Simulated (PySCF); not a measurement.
# I3Sn ([SnI3]-): the cost of one run

Computed with PySCF 2.14.0 and routines of our own; the level stands in each step. Atoms count from 0.

## Step 1: The system as given

4 atoms, charge -1, multiplicity 1; geometry from: GFN2-xTB.

## Step 2: Optimising the geometry at PBE0-D3(BJ)/def2-SVP

Job settings and geometry (Å):

```
{"job": {"xc": "PBE0", "basis": "def2-SVP", "d3": "d3bj", "grid": 1, "maxiter": 30, "shake": 0.03, "kind": "geom"}, "charge": -1, "multiplicity": 1}
Sn     0.057680    -0.070910     0.938630
I      2.537200    -0.045930    -0.305440
I     -1.309240     2.216930    -0.351820
I     -1.202350    -2.190530    -0.311830
```

The run is started by

```console
> OMP_NUM_THREADS=1 python heavy_run.py task.json out
```

The driver reads the jobs from task.json and runs them one after another.

Q: Estimate the wall time and peak memory of this first job on 1 thread of Arm Neoverse V2, shared host.

About 38 s, with a peak of 0.41 GiB.
